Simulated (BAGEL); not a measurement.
# RI-MP2/cc-pVDZ (density fitting with qzvpp-jkfit) run of CH4BFN2 (SMILES FB1NCN1)

Aim: the energy change on altering one bond length of CH4BFN2 at RI-MP2/cc-pVDZ (density fitting with qzvpp-jkfit), from 2 runs. 

The results are computed with BAGEL 1.2.2.

1 further run of the same task is left out (set aside as unsound or not needed).

### Step 1. Starting point

CH4BFN2: 9 atoms, total charge 0, spin state singlet. SMILES: `FB1NCN1`. The shape is that of a PBE0-D4/def2-TZVP optimisation.

Bond lengths: F1–B2 1.323 Å, B2–N3 1.428 Å, N3–C4 1.464 Å, B2–N5 1.428 Å, C4–N5 1.464 Å, N3–H6 1.004 Å, C4–H7 1.095 Å, C4–H8 1.095 Å, N5–H9 1.004 Å. Some angles: F1–B2–N3 132.9°, F1–B2–N5 132.9°, N3–B2–N5 94.2°, B2–N3–C4 87.3°, N3–C4–N5 91.2°, B2–N5–C4 87.3°, B2–N3–H6 134.0°, C4–N3–H6 123.3°, N3–C4–H7 114.1°, N3–C4–H8 113.3°.

### Step 2. The energy at RI-MP2/cc-pVDZ (density fitting with qzvpp-jkfit)

input.json

```json
{ "bagel" : [

{
  "title" : "molecule",
  "basis" : "cc-pvdz.json",
  "df_basis" : "qzvpp-jkfit",
  "angstrom" : true,
  "geometry" : [
    { "atom" : "F", "xyz" : [       1.881300,      -0.113600,       1.551000 ] },
    { "atom" : "B", "xyz" : [       0.864300,      -0.054700,       0.707100 ] },
    { "atom" : "N", "xyz" : [       0.760400,       0.328200,      -0.664900 ] },
    { "atom" : "C", "xyz" : [      -0.670600,       0.034300,      -0.566500 ] },
    { "atom" : "N", "xyz" : [      -0.526700,      -0.350900,       0.838800 ] },
    { "atom" : "H", "xyz" : [       1.306500,       0.137700,      -1.485600 ] },
    { "atom" : "H", "xyz" : [      -1.002900,      -0.788500,      -1.208900 ] },
    { "atom" : "H", "xyz" : [      -1.304900,       0.913000,      -0.726200 ] },
    { "atom" : "H", "xyz" : [      -1.219100,      -0.152000,       1.538000 ] }
  ]
},

{ "title" : "hf" },

{ "title" : "mp2", "ncore" : 5 }

]}
```

The basis set cc-pVDZ is read from a file made from the Basis Set Exchange's data (not shown).

Run with:

```bash
$ BAGEL_NUM_THREADS=1 BAGEL input.json > input.out
```

The program printed:

```text
* using 1 threads per process

  ===============================================================
  ===============================================================

  *** Geometry ***

  { "atom" : "F", "xyz" : [      3.555142,     -0.214673,      2.930965 ] },
  { "atom" : "B", "xyz" : [      1.633290,     -0.103368,      1.336225 ] },
  { "atom" : "N", "xyz" : [      1.436948,      0.620208,     -1.256479 ] },
  { "atom" : "C", "xyz" : [     -1.267250,      0.064818,     -1.070530 ] },
  { "atom" : "N", "xyz" : [     -0.995319,     -0.663105,      1.585102 ] },
  { "atom" : "H", "xyz" : [      2.468927,      0.260215,     -2.807377 ] },
  { "atom" : "H", "xyz" : [     -1.895206,     -1.490049,     -2.284490 ] },
  { "atom" : "H", "xyz" : [     -2.465904,      1.725320,     -1.372319 ] },
  { "atom" : "H", "xyz" : [     -2.303765,     -0.287238,      2.906399 ] },

  Number of auxiliary basis functions:      453

  Since a DF basis is specified, we compute 2- and 3-index integrals:
    o Being stored without compression. Storage requirement is 0.029 GB

  Number of basis functions:       90
  Number of electrons      :       38

    * METHOD: MOLECULE                             0.22

  *** RHF ***

  === Nuclear Repulsion ===
   166.0363217946

      * DIIS with orbital gradients will be used.

  === RHF iteration (cc-pvdz.json) ===
      0       -273.05055984          0.01742305           0.06
      1       -273.26017884          0.01015934           0.05
      2       -273.32577819          0.00131627           0.05
      3       -273.32724730          0.00018276           0.05
      4       -273.32726927          0.00007534           0.05
      5       -273.32727415          0.00001545           0.05
      6       -273.32727447          0.00000478           0.05
      7       -273.32727449          0.00000153           0.05
      8       -273.32727450          0.00000057           0.05
      9       -273.32727450          0.00000018           0.05
     10       -273.32727450          0.00000007           0.05
     11       -273.32727450          0.00000003           0.05
     12       -273.32727450          0.00000001           0.05
     13       -273.32727450          0.00000000           0.05
    * SCF iteration converged.

    * Permanent dipole moment:
           (    0.682324,    -0.039502,     0.566329) a.u.

    * METHOD: HF                                   0.91

  *** RHF ***

  === Nuclear Repulsion ===
   166.0363217946

      * DIIS with orbital gradients will be used.

  === RHF iteration (cc-pvdz.json) ===
      0       -273.32727450          0.00000000           0.05
    * SCF iteration converged.

    * Permanent dipole moment:
           (    0.682324,    -0.039502,     0.566329) a.u.

  === DF-MP2 calculation ===

    * freezing 5 orbitals
    * 3-index integral transformation done
    * assembly done

      MP2 correlation energy:   -0.7312918923      0.05

      MP2 total energy:       -274.0585663884

    * METHOD: MP2                                  0.17

  ===============================================================
```

It took 1.4 s on 1 thread of Arm Neoverse V1, shared host; peak memory 0.12 GiB.

### Step 3. The distorted shape, same level

job.json

```json
{ "bagel" : [

{
  "title" : "molecule",
  "basis" : "cc-pvdz.json",
  "df_basis" : "qzvpp-jkfit",
  "angstrom" : true,
  "geometry" : [
    { "atom" : "F", "xyz" : [       2.227512,      -0.213053,       1.201388 ] },
    { "atom" : "B", "xyz" : [       1.210512,      -0.154153,       0.357488 ] },
    { "atom" : "N", "xyz" : [       1.106612,       0.228747,      -1.014512 ] },
    { "atom" : "C", "xyz" : [      -0.324388,      -0.065153,      -0.916112 ] },
    { "atom" : "N", "xyz" : [      -0.180488,      -0.450353,       0.489188 ] },
    { "atom" : "H", "xyz" : [       1.652712,       0.038247,      -1.835212 ] },
    { "atom" : "H", "xyz" : [      -0.656688,      -0.887953,      -1.558512 ] },
    { "atom" : "H", "xyz" : [      -0.958688,       0.813547,      -1.075812 ] },
    { "atom" : "H", "xyz" : [      -1.219100,      -0.152000,       1.538000 ] }
  ]
},

{ "title" : "hf" },

{ "title" : "mp2", "ncore" : 5 }

]}
```

The basis set cc-pVDZ is read from a file made from the Basis Set Exchange's data (not shown).

Run with:

```bash
$ BAGEL_NUM_THREADS=1 BAGEL job.json > job.out
```

The program printed:

```text
* using 1 threads per process

  ===============================================================
  ===============================================================

  *** Geometry ***

  { "atom" : "F", "xyz" : [      4.209388,     -0.402612,      2.270294 ] },
  { "atom" : "B", "xyz" : [      2.287536,     -0.291307,      0.675554 ] },
  { "atom" : "N", "xyz" : [      2.091194,      0.432269,     -1.917150 ] },
  { "atom" : "C", "xyz" : [     -0.613004,     -0.123121,     -1.731201 ] },
  { "atom" : "N", "xyz" : [     -0.341073,     -0.851044,      0.924431 ] },
  { "atom" : "H", "xyz" : [      3.123173,      0.072276,     -3.468048 ] },
  { "atom" : "H", "xyz" : [     -1.240960,     -1.677988,     -2.945161 ] },
  { "atom" : "H", "xyz" : [     -1.811658,      1.537381,     -2.032990 ] },
  { "atom" : "H", "xyz" : [     -2.303765,     -0.287238,      2.906399 ] },

  Number of auxiliary basis functions:      453

  Since a DF basis is specified, we compute 2- and 3-index integrals:
    o Being stored without compression. Storage requirement is 0.029 GB

  Number of basis functions:       90
  Number of electrons      :       38

    * METHOD: MOLECULE                             0.22

  *** RHF ***

  === Nuclear Repulsion ===
   163.9780025305

      * DIIS with orbital gradients will be used.

  === RHF iteration (cc-pvdz.json) ===
      0       -272.91771287          0.01814779           0.05
      1       -273.13178518          0.01205660           0.06
      2       -273.22337080          0.00158478           0.06
      3       -273.22563253          0.00055685           0.05
      4       -273.22588666          0.00015888           0.06
      5       -273.22591372          0.00003201           0.05
      6       -273.22591590          0.00001314           0.05
      7       -273.22591618          0.00000641           0.05
      8       -273.22591627          0.00000322           0.05
      9       -273.22591630          0.00000151           0.05
     10       -273.22591631          0.00000073           0.05
     11       -273.22591631          0.00000038           0.06
     12       -273.22591631          0.00000012           0.05
     13       -273.22591631          0.00000005           0.06
     14       -273.22591631          0.00000003           0.05
     15       -273.22591631          0.00000001           0.06
     16       -273.22591631          0.00000001           0.06
    * SCF iteration converged.

    * Permanent dipole moment:
           (    0.701575,    -0.092813,     0.576566) a.u.

    * METHOD: HF                                   1.09

  *** RHF ***

  === Nuclear Repulsion ===
   163.9780025305

      * DIIS with orbital gradients will be used.

  === RHF iteration (cc-pvdz.json) ===
      0       -273.22591631          0.00000000           0.05
    * SCF iteration converged.

    * Permanent dipole moment:
           (    0.701575,    -0.092813,     0.576566) a.u.

  === DF-MP2 calculation ===

    * freezing 5 orbitals
    * 3-index integral transformation done
    * assembly done

      MP2 correlation energy:   -0.7467279105      0.05

      MP2 total energy:       -273.9726442196

    * METHOD: MP2                                  0.18

  ===============================================================
```

Wall time 1.6 s (1 thread of Arm Neoverse V1, shared host); peak memory 0.12 GiB.

### Step 4. Summary of results

Level: RI-MP2/cc-pVDZ (density fitting with qzvpp-jkfit), 5 core orbitals frozen.

```
                                                         quantity          value
                                        first shape: total energy  -274.05857 Eh
         first shape: correlation energy (5 core orbitals frozen)     -731.3 mEh
                                    distorted shape: total energy  -273.97264 Eh
     distorted shape: correlation energy (5 core orbitals frozen)     -746.7 mEh
energy change with the N5–H9 bond stretched from 1.004 to 1.506 Å       2.338 eV
```

In words: With the N5–H9 bond stretched from 1.004 to 1.506 Å the energy rises by 2.34 eV (226 kJ/mol). The first shape isn't relaxed at this level, so the change isn't measured from a minimum.
